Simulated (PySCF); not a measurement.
# A gas-phase reaction: CH4AlClO + H2S → CH4AlClS + H2O

Wanted: the reaction energy for `[CH3][Al]([OH])[Cl]` + `S` → `[CH3][Al]([SH])[Cl]` + `O`.

Programs: PySCF 2.14.0. All values are calculated, for the isolated system unless a continuum is named. Atoms count from 0, parts from 1.

### 1 Starting point

Each species was relaxed by itself at PBE0-D3(BJ)/def2-SVPD.

### 2 Energies of the species: wB97M-D3(BJ)/def2-TZVPD

The job: settings as JSON, then the geometry in Å.

```
{"job": {"kind": "react", "xc": "wB97M-D3(BJ)", "basis": "def2-TZVPD"}, "charge": 0, "multiplicity": 1}
-1 CH4AlClO charge 0 multiplicity 1
C     -0.475840     1.117780    -0.465580
Al     0.357340    -0.554040     0.022560
O     -0.043360    -1.313980     1.499250
Cl     1.791120    -1.510300    -1.216960
H     -0.193600     1.449390    -1.474520
H     -1.572830     1.031990    -0.422380
H     -0.191780     1.908660     0.246690
H      0.333420    -2.134980     1.816010

-1 H2S charge 0 multiplicity 1
S     -0.014040     0.615470     0.001520
H     -0.978030    -0.329610    -0.000310
H      0.971620    -0.306960    -0.003800

+1 CH4AlClS charge 0 multiplicity 1
C     -0.817930     0.612750    -0.590500
Al     0.788080    -0.355880    -0.104450
S      1.149220    -1.228590     1.868180
Cl     2.368520    -0.657280    -1.479250
H     -0.798040     0.921210    -1.645920
H     -1.715830    -0.004690    -0.430360
H     -0.934030     1.517520     0.027030
H     -0.040650    -0.804720     2.355420

+1 H2O charge 0 multiplicity 1
O     -0.006310     0.389340     0.002160
H     -0.759620    -0.207050     0.000020
H      0.765970    -0.182260    -0.002260
```

Method: wB97M-D3(BJ)/def2-TZVPD reaction energy of separated species, gas phase.

Command:

```sh
> OMP_NUM_THREADS=1 python cluster_run.py task.json out
```

One launch serves the whole session: the jobs run in the order shown.

Log:

```text
species 1 (CH4AlClO)
coarse grid: 32920 points
cycle   1  E = -818.5797511151  dE =  1.468e-01  |g| = 7.579e-01  |ddm| = 2.367e+00
cycle   2  E = -818.5562583453  dE =  2.349e-02  |g| = 9.086e-01  |ddm| = 1.158e+00
cycle   3  E = -818.6958542539  dE = -1.396e-01  |g| = 6.456e-02  |ddm| = 5.645e-01
cycle   4  E = -818.6968865033  dE = -1.032e-03  |g| = 2.836e-02  |ddm| = 9.809e-02
cycle   5  E = -818.6970779982  dE = -1.915e-04  |g| = 4.333e-03  |ddm| = 3.189e-02
cycle   6  E = -818.6970908779  dE = -1.288e-05  |g| = 1.295e-03  |ddm| = 1.110e-02
cycle   7  E = -818.6970917652  dE = -8.873e-07  |g| = 6.001e-04  |ddm| = 2.513e-03
final grid: 67544 points
cycle   8  E = -818.6970951250  dE = -1.757e-07  |g| = 5.233e-04  |ddm| = 6.279e-03
cycle   9  E = -818.6970951546  dE = -2.958e-08  |g| = 4.249e-04  |ddm| = 9.770e-04
cycle  10  E = -818.6970951966  dE = -4.198e-08  |g| = 4.134e-05  |ddm| = 3.414e-04
cycle  11  E = -818.6970951974  dE = -7.786e-10  |g| = 3.130e-05  |ddm| = 8.475e-05
converged SCF energy = -818.6970951974

species 2 (H2S)
coarse grid: 11264 points
cycle   1  E = -399.4336010953  dE = -1.424e-01  |g| = 1.945e-01  |ddm| = 1.016e+00
cycle   2  E = -399.4459451904  dE = -1.234e-02  |g| = 1.106e-01  |ddm| = 2.399e-01
cycle   3  E = -399.4491445765  dE = -3.199e-03  |g| = 1.578e-02  |ddm| = 9.278e-02
cycle   4  E = -399.4492189182  dE = -7.434e-05  |g| = 4.851e-03  |ddm| = 1.790e-02
cycle   5  E = -399.4492311554  dE = -1.224e-05  |g| = 9.336e-04  |ddm| = 7.536e-03
cycle   6  E = -399.4492318866  dE = -7.312e-07  |g| = 1.776e-04  |ddm| = 2.124e-03
final grid: 22496 points
cycle   7  E = -399.4492195818  dE = -2.327e-08  |g| = 1.134e-04  |ddm| = 6.114e-04
cycle   8  E = -399.4492195848  dE = -2.980e-09  |g| = 6.804e-05  |ddm| = 1.508e-04
cycle   9  E = -399.4492195855  dE = -7.657e-10  |g| = 8.750e-06  |ddm| = 5.994e-05
converged SCF energy = -399.4492195855

species 3 (CH4AlClS)
coarse grid: 34056 points
cycle   1  E = -1141.6101628719  dE =  1.205e-01  |g| = 3.747e-01  |ddm| = 2.340e+00
cycle   2  E = -1141.6420005069  dE = -3.184e-02  |g| = 2.719e-01  |ddm| = 7.851e-01
cycle   3  E = -1141.6591458299  dE = -1.715e-02  |g| = 2.617e-02  |ddm| = 2.903e-01
cycle   4  E = -1141.6594489122  dE = -3.031e-04  |g| = 7.941e-03  |ddm| = 4.707e-02
cycle   5  E = -1141.6594941045  dE = -4.519e-05  |g| = 2.841e-03  |ddm| = 2.124e-02
cycle   6  E = -1141.6594979552  dE = -3.851e-06  |g| = 8.043e-04  |ddm| = 4.065e-03
final grid: 68080 points
cycle   7  E = -1141.6595421694  dE = -3.894e-07  |g| = 4.805e-04  |ddm| = 5.056e-03
cycle   8  E = -1141.6595422410  dE = -7.159e-08  |g| = 3.463e-04  |ddm| = 9.745e-04
cycle   9  E = -1141.6595422731  dE = -3.210e-08  |g| = 5.941e-05  |ddm| = 3.151e-04
cycle  10  E = -1141.6595422780  dE = -4.884e-09  |g| = 2.636e-05  |ddm| = 2.125e-04
cycle  11  E = -1141.6595422783  dE = -3.222e-10  |g| = 4.081e-06  |ddm| = 4.234e-05
converged SCF energy = -1141.6595422783

species 4 (H2O)
coarse grid: 10128 points
cycle   1  E = -76.4117499064  dE = -7.453e-02  |g| = 5.872e-01  |ddm| = 8.994e-01
cycle   2  E = -76.4087430293  dE =  3.007e-03  |g| = 6.461e-01  |ddm| = 5.038e-01
cycle   3  E = -76.4759334020  dE = -6.719e-02  |g| = 2.731e-02  |ddm| = 2.374e-01
cycle   4  E = -76.4760586047  dE = -1.252e-04  |g| = 5.497e-03  |ddm| = 1.609e-02
cycle   5  E = -76.4760672815  dE = -8.677e-06  |g| = 8.214e-04  |ddm| = 5.831e-03
final grid: 21952 points
cycle   6  E = -76.4760629918  dE = -1.975e-07  |g| = 5.845e-04  |ddm| = 1.373e-03
cycle   7  E = -76.4760629986  dE = -6.836e-09  |g| = 6.468e-04  |ddm| = 6.470e-04
cycle   8  E = -76.4760630623  dE = -6.368e-08  |g| = 3.199e-05  |ddm| = 2.237e-04
cycle   9  E = -76.4760630631  dE = -8.235e-10  |g| = 4.131e-06  |ddm| = 1.105e-04
converged SCF energy = -76.4760630631

Reaction energy = 6.287 kcal/mol
```

It took 53 s on 1 thread of Arm Neoverse N1, shared host; peak memory 0.76 GiB.

Species by species (with the dispersion term, which the log's SCF energies lack):

| ν | species | energy (Eh) | HOMO (eV) |
| --- | --- | --- | --- |
| -1 | [CH3][Al]([OH])[Cl] | -818.70355 | -11.10 |
| -1 | S | -399.45056 | -9.89 |
| +1 | [CH3][Al]([SH])[Cl] | -1141.66728 | -10.13 |
| +1 | O | -76.47682 | -11.72 |

### 3 Reaction energy: PBE0-D3(BJ)/def2-TZVPD

The job, as its differences from that of step 2:

```diff
@@ -1,2 +1,2 @@
-{"job": {"kind": "react", "xc": "wB97M-D3(BJ)", "basis": "def2-TZVPD"}, "charge": 0, "multiplicity": 1}
+{"job": {"kind": "react", "xc": "PBE0", "basis": "def2-TZVPD", "disp": "d3bj"}, "charge": 0, "multiplicity": 1}
 -1 CH4AlClO charge 0 multiplicity 1
```

Method: PBE0-D3(BJ)/def2-TZVPD reaction energy of separated species, gas phase.

Log:

```text
species 1 (CH4AlClO)
coarse grid: 7904 points
cycle   1  E = -818.0452682068  dE =  1.525e-01  |g| = 8.565e-01  |ddm| = 2.535e+00
cycle   2  E = -817.7628250514  dE =  2.824e-01  |g| = 1.472e+00  |ddm| = 1.567e+00
cycle   3  E = -818.1814441413  dE = -4.186e-01  |g| = 1.679e-01  |ddm| = 9.958e-01
cycle   4  E = -818.1874339331  dE = -5.990e-03  |g| = 5.298e-02  |ddm| = 1.769e-01
cycle   5  E = -818.1880209825  dE = -5.870e-04  |g| = 9.440e-03  |ddm| = 4.479e-02
cycle   6  E = -818.1880409119  dE = -1.993e-05  |g| = 3.625e-03  |ddm| = 1.273e-02
cycle   7  E = -818.1880435373  dE = -2.625e-06  |g| = 6.347e-04  |ddm| = 3.335e-03
final grid: 67544 points
cycle   8  E = -818.1859507019  dE = -2.715e-05  |g| = 7.088e-03  |ddm| = 1.093e-01
cycle   9  E = -818.1859401929  dE =  1.051e-05  |g| = 1.008e-02  |ddm| = 1.091e-02
cycle  10  E = -818.1859602632  dE = -2.007e-05  |g| = 1.226e-03  |ddm| = 6.867e-03
cycle  11  E = -818.1859605096  dE = -2.464e-07  |g| = 2.275e-04  |ddm| = 9.241e-04
cycle  12  E = -818.1859605216  dE = -1.202e-08  |g| = 5.598e-05  |ddm| = 2.289e-04
cycle  13  E = -818.1859605223  dE = -6.236e-10  |g| = 1.260e-05  |ddm| = 6.237e-05
converged SCF energy = -818.1859605223

species 2 (H2S)
coarse grid: 2864 points
cycle   1  E = -399.2518632593  dE = -9.250e-02  |g| = 1.630e-01  |ddm| = 1.023e+00
cycle   2  E = -399.2538574322  dE = -1.994e-03  |g| = 1.600e-01  |ddm| = 2.978e-01
cycle   3  E = -399.2614718154  dE = -7.614e-03  |g| = 1.497e-02  |ddm| = 1.477e-01
cycle   4  E = -399.2614864276  dE = -1.461e-05  |g| = 1.103e-03  |ddm| = 5.881e-03
cycle   5  E = -399.2614868079  dE = -3.804e-07  |g| = 6.136e-04  |ddm| = 1.717e-03
final grid: 22496 points
cycle   6  E = -399.2625174565  dE = -7.085e-06  |g| = 4.896e-03  |ddm| = 1.692e-02
cycle   7  E = -399.2625180891  dE = -6.326e-07  |g| = 3.960e-03  |ddm| = 6.698e-03
cycle   8  E = -399.2625210216  dE = -2.932e-06  |g| = 2.911e-04  |ddm| = 3.504e-03
cycle   9  E = -399.2625210494  dE = -2.777e-08  |g| = 3.583e-05  |ddm| = 2.357e-04
cycle  10  E = -399.2625210497  dE = -3.607e-10  |g| = 6.383e-06  |ddm| = 2.919e-05
converged SCF energy = -399.2625210497

species 3 (CH4AlClS)
coarse grid: 8440 points
cycle   1  E = -1141.0077433280  dE =  8.995e-02  |g| = 4.425e-01  |ddm| = 2.471e+00
cycle   2  E = -1140.9998105840  dE =  7.933e-03  |g| = 4.923e-01  |ddm| = 1.026e+00
cycle   3  E = -1141.0620091458  dE = -6.220e-02  |g| = 3.212e-02  |ddm| = 4.890e-01
cycle   4  E = -1141.0621852518  dE = -1.761e-04  |g| = 1.496e-02  |ddm| = 4.286e-02
cycle   5  E = -1141.0622468893  dE = -6.164e-05  |g| = 2.662e-03  |ddm| = 1.754e-02
cycle   6  E = -1141.0622485572  dE = -1.668e-06  |g| = 1.010e-03  |ddm| = 3.230e-03
final grid: 68080 points
cycle   7  E = -1141.0604590863  dE = -2.454e-05  |g| = 7.581e-03  |ddm| = 1.178e-01
cycle   8  E = -1141.0604523038  dE =  6.783e-06  |g| = 8.637e-03  |ddm| = 1.328e-02
cycle   9  E = -1141.0604709439  dE = -1.864e-05  |g| = 7.224e-04  |ddm| = 7.708e-03
cycle  10  E = -1141.0604710789  dE = -1.350e-07  |g| = 1.567e-04  |ddm| = 6.517e-04
cycle  11  E = -1141.0604710853  dE = -6.405e-09  |g| = 3.467e-05  |ddm| = 1.848e-04
cycle  12  E = -1141.0604710856  dE = -2.804e-10  |g| = 1.079e-05  |ddm| = 3.838e-05
converged SCF energy = -1141.0604710856

species 4 (H2O)
coarse grid: 2328 points
cycle   1  E = -76.3044256113  dE = -5.297e-03  |g| = 6.571e-01  |ddm| = 9.011e-01
cycle   2  E = -76.1882052950  dE =  1.162e-01  |g| = 1.036e+00  |ddm| = 7.256e-01
cycle   3  E = -76.3820259126  dE = -1.938e-01  |g| = 3.132e-02  |ddm| = 4.396e-01
cycle   4  E = -76.3822082226  dE = -1.823e-04  |g| = 5.864e-03  |ddm| = 1.606e-02
cycle   5  E = -76.3822133616  dE = -5.139e-06  |g| = 7.850e-04  |ddm| = 2.507e-03
final grid: 21952 points
cycle   6  E = -76.3808944294  dE = -1.510e-05  |g| = 3.446e-03  |ddm| = 9.254e-03
cycle   7  E = -76.3808924655  dE =  1.964e-06  |g| = 4.750e-03  |ddm| = 3.316e-03
cycle   8  E = -76.3808961781  dE = -3.713e-06  |g| = 2.517e-04  |ddm| = 1.964e-03
cycle   9  E = -76.3808961887  dE = -1.060e-08  |g| = 2.392e-05  |ddm| = 1.099e-04
cycle  10  E = -76.3808961888  dE = -1.116e-10  |g| = 3.294e-06  |ddm| = 1.509e-05
converged SCF energy = -76.3808961888

Reaction energy = 3.755 kcal/mol
```

Run time: 27 s. Hardware: 1 thread of Arm Neoverse N1, shared host; peak memory 0.64 GiB.

Reaction energy at this level: 3.75 kcal/mol.

### 4 Comparing the runs

Energies in kcal/mol, with wall time:

| run | reaction | time |
| --- | --- | --- |
| wB97M-D3(BJ)/def2-TZVPD | 6.29 | 53 s |
| PBE0-D3(BJ)/def2-TZVPD | 3.75 | 27 s |

### 5 Outcome

| quantity | value |
| --- | --- |
| reaction energy (wB97M-D3(BJ)/def2-TZVPD) | 6.29 kcal/mol |
| ΔH, ΔG at 298 K (xTB thermal terms) | +7.5, +7.6 kcal/mol |
| range of the reaction energy over the runs of this table | 3.75 to 6.29 kcal/mol |

What this shows: The reaction is endothermic by 7.5 kcal/mol in the gas phase; dispersion gives -0.43, and xTB itself gave 24.25 for the electronic energy (xTB energies and thermal terms come from the earlier relaxation of each species, not shown). No barrier was sought. xTB and this level differ widely in the electronic energy, so what comes from xTB (the thermal terms above all) is less safe here. The reaction energy runs from 3.75 (PBE0-D3(BJ)/def2-TZVPD) to 6.29 kcal/mol (wB97M-D3(BJ)/def2-TZVPD).
